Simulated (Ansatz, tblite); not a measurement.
# The cluster Hg₁₀Te₁₀: rung by rung

An exercise on one series of results from a longer session: the logs are not shown, and one member is left open.

Computed with Ansatz 0.2.0, Gaussian basis. Level: as each input shows.

Plan: GFN1-xTB, GFN2-xTB, PBE-D4/def2-TZVP, r2SCAN-D4/def2-TZVP, B97M-V/def2-TZVP, PBE-D4/def2-SVP, PBE0-D4/def2-SVP, MP2/def2-SVP.

2 further runs of the same task are left out: 2 set aside as unsound or not needed.

## The geometry

The geometry is that of the singlet, from an earlier relaxation (PBE-D4/def2-SVP).

20 atoms, charge 0, spin multiplicity 1.

Bond lengths: Hg1–Te11 2.729 Å, Hg1–Te12 2.689 Å, Hg2–Te11 2.736 Å, Hg2–Te15 2.677 Å, Hg3–Te11 3.057 Å, Hg3–Te13 3.226 Å, Hg3–Te16 2.778 Å, Hg3–Te18 2.918 Å, Hg4–Te12 2.769 Å, Hg4–Te14 3.184 Å, Hg4–Te18 2.769 Å, Hg5–Te13 2.705 Å, Hg5–Te14 2.699 Å, Hg6–Te13 2.740 Å, Hg6–Te19 2.687 Å, Hg7–Te15 2.717 Å, Hg7–Te17 2.688 Å, Hg8–Te16 2.736 Å and more. Angles: Te11–Hg1–Te12 168.3°, Te11–Hg2–Te15 171.7°, Te11–Hg3–Te13 87.5°, Te11–Hg3–Te16 119.3°, Te11–Hg3–Te18 105.6°, Te13–Hg3–Te16 102.2°, Te13–Hg3–Te18 122.7°, Te16–Hg3–Te18 117.0°, Te12–Hg4–Te14 110.7°, Te12–Hg4–Te18 142.1°, Te14–Hg4–Te18 95.4°, Te13–Hg5–Te14 164.1°, Te13–Hg6–Te19 171.0°, Te15–Hg7–Te17 178.2°, Te16–Hg8–Te17 166.2°, Te14–Hg9–Te18 97.6°, Te14–Hg9–Te20 143.0°, Te18–Hg9–Te20 119.4° and more.

Hg, Te take a core potential in the def2 sets. No spin-orbit coupling is included.

PBE0-D4/def2-TZVP was run before; its log isn't repeated, and its numbers join the tables.

Set-up of the first run:

Tight binding, by tblite at 300 K electronic temperature and without a spin-polarisation term:

```python
tblite.interface.Calculator('GFN1-xTB', numbers, positions, charge=0, uhf=0).singlepoint()
```

Tight binding, by tblite at 300 K electronic temperature and without a spin-polarisation term:

```python
tblite.interface.Calculator('GFN2-xTB', numbers, positions, charge=0, uhf=0).singlepoint()
```

start.molden holds the orbitals of an earlier run on this state, given as this run's starting guess.

The input, in.yaml:

```yaml
crystal:
  periodic: [false, false, false]
  atoms:
    - {symbol: Hg, position_ang: [-3.687992, -0.455730, -1.926437]}
    - {symbol: Hg, position_ang: [-1.092960, -3.511580, -2.263837]}
    - {symbol: Hg, position_ang: [-0.855899, -0.853355, 0.480775]}
    - {symbol: Hg, position_ang: [-1.143976, 1.643780, -2.735902]}
    - {symbol: Hg, position_ang: [-1.731126, 2.905283, 0.262378]}
    - {symbol: Hg, position_ang: [-1.469204, 1.450318, 3.696658]}
    - {symbol: Hg, position_ang: [2.654281, -3.322957, -2.272879]}
    - {symbol: Hg, position_ang: [2.692155, -1.524419, 1.133791]}
    - {symbol: Hg, position_ang: [1.838434, 2.049933, -0.215600]}
    - {symbol: Hg, position_ang: [2.037499, 1.702854, 3.571396]}
    - {symbol: Te, position_ang: [-3.057308, -2.716092, -0.534177]}
    - {symbol: Te, position_ang: [-3.875139, 1.984889, -3.038607]}
    - {symbol: Te, position_ang: [-3.193493, 1.066440, 1.602586]}
    - {symbol: Te, position_ang: [0.143117, 4.140364, -1.235885]}
    - {symbol: Te, position_ang: [0.809742, -4.631382, -3.778238]}
    - {symbol: Te, position_ang: [0.522940, -1.513790, 2.800785]}
    - {symbol: Te, position_ang: [4.499538, -1.981149, -0.852143]}
    - {symbol: Te, position_ang: [0.745612, -0.183642, -1.865053]}
    - {symbol: Te, position_ang: [0.283592, 2.210235, 5.585773]}
    - {symbol: Te, position_ang: [3.880176, 1.539990, 1.584594]}
basis:
  gaussian: {orbitals: def2-TZVP, fitting: {mean_field: def2-universal-jkfit}, initial_orbitals: start.molden}
hamiltonian: {xc: pbe, dispersion: d4}
scf: {omitted_lower_state_checks: [starts]}
output: {forces: true, orbitals: {seedname: orbitals}}
```

On the command line:

```bash
$ ansatz run in.yaml --threads 5 --pin off --events-out ev --progress --plain --max-ram 66560MiB --backend cuda --devices 0, --max-vram 37GiB
```

Steps of the session up to this table: PBE-D4/def2-TZVP; r2SCAN-D4/def2-TZVP; B97M-V/def2-TZVP; PBE-D4/def2-SVP; PBE0-D4/def2-SVP; MP2/def2-SVP.

One table of the session follows, with a row left open; its other results are not shown here.

It belongs to the step «Binding energy». 

| level | binding an atom (eV) |
| --- | --- |
| HF/def2-SVP | 0.327 |
| PBE-D4/def2-SVP | 1.325 |
| PBE-D4/def2-TZVP | ? |
| r2SCAN-D4/def2-TZVP | 1.363 |
| B97M-V/def2-TZVP | 1.253 |
| PBE0-D4/def2-SVP | 1.277 |
| PBE0-D4/def2-TZVP | 1.398 |
| MP2/def2-SVP | 1.092 |

Estimate the missing values for PBE-D4/def2-TZVP.

The run gave: binding an atom (eV): 1.434. In the column «binding an atom (eV)» it is the highest.

Caveats from the session: Free atoms were run apart at each level; binding is atoms less cluster, divided by the number of atoms, without zero-point or spin-orbit terms.
